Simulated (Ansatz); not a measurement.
# C2H6AlB: small, medium and large basis sets

Aim: see how fast density functionals converge with the basis set for C2H6AlB.

The runs use Ansatz 0.2.0, Gaussian basis; one geometry, several basis sets.

Levels to be run: PBE0-D4/def2-SVP; ωB97M-V/def2-SVP; PBE0-D4/def2-QZVPP; ωB97M-V/def2-QZVPP; the functionals' def2-TZVPP values are taken from earlier runs.

**1. Structure used throughout**

An earlier PBE0-D4 in a triple-zeta def2 set relaxation fixed the geometry.

SMILES `[AlH2][B]1CC1`, 10 atoms, charge 0, spin multiplicity 1.

Atoms are counted from 1 here; the program's logs count them from 0.

Bond lengths: Al1–B2 2.071 Å, Al1–H5 1.592 Å, Al1–H6 1.592 Å, B2–C3 1.550 Å, B2–C4 1.550 Å, C3–C4 1.505 Å, C3–H7 1.086 Å, C3–H8 1.086 Å, C4–H9 1.086 Å, C4–H10 1.086 Å. Angles: B2–Al1–H5 120.6°, B2–Al1–H6 120.6°, H5–Al1–H6 118.9°, Al1–B2–C3 150.9°, Al1–B2–C4 151.0°, C3–B2–C4 58.1°, B2–C3–C4 61.0°, B2–C3–H7 118.3°, B2–C3–H8 118.3°, C4–C3–H7 118.6°, C4–C3–H8 118.6°, H7–C3–H8 112.8°, B2–C4–C3 61.0°, B2–C4–H9 118.3°, B2–C4–H10 118.4°, C3–C4–H9 118.6°, C3–C4–H10 118.6°, H9–C4–H10 112.8°.

**2. PBE0-D4 in def2-SVP**

Input file in.yaml:

```yaml
crystal:
  periodic: [false, false, false]
  atoms:
    - {symbol: Al, position_ang: [-1.502591, 1.226074, -1.064837]}
    - {symbol: B, position_ang: [-0.093828, 0.078186, -0.071671]}
    - {symbol: C, position_ang: [0.536165, -1.295574, 0.272085]}
    - {symbol: C, position_ang: [1.119560, -0.050299, 0.884074]}
    - {symbol: H, position_ang: [-1.199935, 1.799898, -2.518134]}
    - {symbol: H, position_ang: [-2.906153, 1.549236, -0.387690]}
    - {symbol: H, position_ang: [-0.024095, -1.974898, 0.908376]}
    - {symbol: H, position_ang: [1.102014, -1.811001, -0.498869]}
    - {symbol: H, position_ang: [2.088789, 0.295747, 0.536098]}
    - {symbol: H, position_ang: [0.963173, 0.131431, 1.943668]}
basis:
  gaussian: {orbitals: def2-SVP}
hamiltonian: {xc: pbe0, dispersion: d4}
output: {orbitals: {seedname: orbitals}}
```

Launch:

```bash
$ ansatz run in.yaml --threads 2 --pin off --events-out ev --progress --plain --max-ram 4352MiB
```

The runs that follow: ωB97M-V in def2-SVP; PBE0-D4 in def2-QZVPP; ωB97M-V in def2-QZVPP.

Before running them: what should the planned runs give, taken together? Wanted: PBE0-D4: double and triple zeta above quadruple; ωB97M-V: double and triple zeta above quadruple.

The runs gave:

| quantity | value |
| --- | --- |
| PBE0-D4: double and triple zeta above quadruple | 5.67, 0.36 eV |
| ωB97M-V: double and triple zeta above quadruple | 5.85, 0.35 eV |

In words: PBE0-D4 gains 5.31 eV from double to triple zeta, then 0.36 eV more. These are total energies; as a rule much of such shifts cancels in differences, which this series doesn't test.
